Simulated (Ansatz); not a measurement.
A run of Ansatz 0.2.0:

The input input.yaml:

```yaml
crystal:
  lattice:
    - [3.014333, 0.0, 0.0]
    - [0.0, 3.014333, 0.0]
    - [0.0, 0.0, 4.222285]
  atoms:
    - { symbol: Ni, position: [0.0, 0.0, 0.0], spin: 1.0 }
    - { symbol: Co, position: [0.5, 0.5, 0.5], spin: 2.0 }
    - { symbol: O, position: [0.0, 0.0, 0.5] }
    - { symbol: O, position: [0.5, 0.5, 0.0] }
kpoints:
  mp_grid: { grid: [9, 9, 6] }
scf:
  occupations: { method: fermi_dirac, width: 0.05 }
hamiltonian:
  xc: pbesol
  pseudopotentials: { kind: all_electron, lapw: { basis_error: 0.001 } }
magnetization:
  spin_polarized: true
output:
  forces: true
  stress: true
  eigenvalues: true
  populations: true
```

Potentials or basis: all-electron LAPW, scalar-relativistic.

Command:

```bash
$ ansatz run input.yaml --threads 4 --pin off --max-ram 12288MiB --backend cpu --events-out ev --progress --plain --runs-dir out
```

Hardware: 4 threads of Intel(R) Xeon(R) Platinum 8375C CPU @ 2.90GHz (Ice Lake), with other jobs on the host.

Question: Estimate the wall time of this run.

Answer: It took 46 s on 4 threads of Intel(R) Xeon(R) Platinum 8375C CPU @ 2.90GHz (Ice Lake), on a shared host, peak memory 0.83 GiB. Counts: scf iterations 17, plane waves 625, k points 60, bands 33.
